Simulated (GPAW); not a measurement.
Input of a GPAW 26.7.0 run:

Contents of run.py:

```python
from ase import Atoms
from ase.dft.bandgap import bandgap
from ase.io import write
from ase.units import GPa
from gpaw import GPAW, PW, setup_paths

setup_paths.insert(0, '.')

atoms = Atoms(['Ti', 'Ti', 'Ti', 'S', 'S'],
              cell=[[2.7131139241, 1.5664170544, 3.2376184047],
                    [-2.7131139241, 1.5664170544, 3.2376184047],
                    [0.0, -3.1328341088, 3.2376184047]],
              scaled_positions=[[0.0, 0.335655, 0.664345],
                                [0.664345, 0.0, 0.335655],
                                [0.335655, 0.664345, 0.0],
                                [0.167839, 0.167839, 0.167839],
                                [0.832161, 0.832161, 0.832161]],
              pbc=True)

calc = GPAW(mode=PW(600),
            xc='PBEsol',
            kpts={'size': (6, 6, 6), 'gamma': True},
            occupations={'name': 'fermi-dirac', 'width': 0.05},
            setups={'Ti': ':d,2.0'},
            nbands=44,
            convergence={'density': 1e-05, 'energy': 1e-05},
            maxiter=150,
            txt='gpaw.txt')
atoms.calc = calc
energy = atoms.get_potential_energy()
forces = atoms.get_forces()
stress = atoms.get_stress()
calc.write('gs.gpw')
write('result.traj', atoms)
print(f'Energy: {energy:.6f} eV')
print('Forces (eV/A):')
print(forces.round(4))
print('Stress (GPa):', (stress / GPa).round(3))
print('Fermi level:', round(calc.get_fermi_level(), 4), 'eV')
print(f'Gap: {bandgap(calc)[0]:.4f} eV, direct: {bandgap(calc, direct=True)[0]:.4f} eV')

path = atoms.cell.bandpath('GLB1,BZGX,QFP1Z,LP', npoints=100, eps=1e-4)
bs_calc = calc.fixed_density(kpts=path, symmetry='off', nbands=64,
                             convergence={'bands': 'CBM+6.0', 'eigenstates': 1e-6}, txt='bands.txt')
bs = bs_calc.band_structure()
bs.write('bs.json')
print(f'Gap on the path: {bandgap(bs_calc)[0]:.4f} eV')
```

Potentials or basis: PAW data sets generated in the run's folder for this functional, pw.

Launch:

```sh
$ gpaw-setup -f PBEsol S Ti
$ OMP_NUM_THREADS=1 python run.py
```

Task: Predict the band gap along the path.

Result: None (metal or under the smearing width).

Task: What does it give for the pressure?

Result: -2.6 GPa.

Levels at the corners of the path, in eV from the Fermi level:
```
point  band 21  band 22  band 23  band 24  band 25  band 26  band 27  band 28
    Γ    -2.25    -1.42    -0.04    -0.04     0.63     0.63     1.94     2.03
    L    -0.97    -0.95    -0.69    -0.46    -0.16     0.98     1.45     1.52
   B1    -1.04    -0.79    -0.56    -0.34     0.41     0.73     0.88     1.25
    B    -1.04    -0.79    -0.56    -0.34     0.41     0.73     0.88     1.25
    Z    -0.88    -0.16    -0.16    -0.04     0.36     0.36     1.00     1.00
    Γ    -2.25    -1.42    -0.04    -0.04     0.63     0.63     1.94     2.03
    X    -1.43    -1.10    -0.80    -0.29     0.32     0.79     1.52     1.66
    Q    -1.43    -1.10    -0.80    -0.29     0.32     0.79     1.52     1.66
    F    -1.49    -1.03    -0.75    -0.23     0.15     0.77     1.53     1.61
   P1    -0.97    -0.74    -0.42    -0.25     0.34     0.64     0.85     1.19
    Z    -0.88    -0.16    -0.16    -0.04     0.36     0.36     1.00     1.00
    L    -0.97    -0.95    -0.69    -0.46    -0.16     0.98     1.45     1.52
    P    -0.97    -0.74    -0.42    -0.25     0.34     0.64     0.85     1.19
```

Caveat: U without spin polarisation on a metal has little footing.
